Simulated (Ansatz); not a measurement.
## F₂Sn, SMILES [F][Sn][F]: a relaxed scan of one distance, step by step

With Ansatz 0.2.0, Python API.

Interactive session:
```pycon
>>> import warnings
>>> import ansatz as az
>>> from ase import Atoms
>>> import numpy as np
>>> warnings.simplefilter("ignore", az.DeckWarning)
>>> atoms = Atoms(["F", "Sn", "F"], positions=[
...     [-1.3545, 0.3937, -0.7069],
...     [0.2787, 0.641, 0.225],
...     [1.0648, -1.0995, 0.4687],
... ])
>>> system = az.Crystal.molecule_from_ase(atoms)
>>> base = system.calculation().basis(gaussian="def2-SVP").functional("b3lyp", dispersion="d3bj")
>>> symbols = [site.symbol for site in system.cartesian_sites]
>>> pairs = [(0, 1), (1, 2)]
>>> print("held (A)   E (eV)        ", "  ".join(f"{symbols[i]}{i}-{symbols[j]}{j}" for i, j in pairs))
held (A)   E (eV)         F0-Sn1  Sn1-F2
>>> for length in [1.74, 1.9, 2.05, 2.28, 2.56]:
...     summary = base.relax(constraints=[az.DistanceConstraint((0, 1), at=length)], force_tolerance=0.02, max_steps=60).run().report
...     xyz = np.array(summary["positions_ang"])
...     print(f"{length:6.2f} {summary['free_energy_ev']:14.5f}  ", "  ".join(f"{np.linalg.norm(xyz[i] - xyz[j]):.3f}" for i, j in pairs))
...
  1.74   -11264.00985   1.740  1.966
  1.90   -11264.75164   1.900  1.961
  2.05   -11264.71664   2.050  1.958
  2.28   -11264.09633   2.280  1.953
  2.56   -11263.11586   2.560  1.949
```

Reading the output:
- Total energies depend on the basis set; only differences at equal settings carry meaning.
- The energies are electronic: no zero-point or thermal terms, and the basis set is short of its limit.
- def2 sets replace the cores of elements past krypton by effective core potentials.
- b3lyp holds the VWN-RPA fit, as in Gaussian; the form of ORCA and Turbomole is b3lyp5.
- The script silences the warnings on its input, which a real study should read.
- It ran for 31 s on 1 thread of Arm Neoverse V2, on a shared host, peak memory 0.19 GiB.
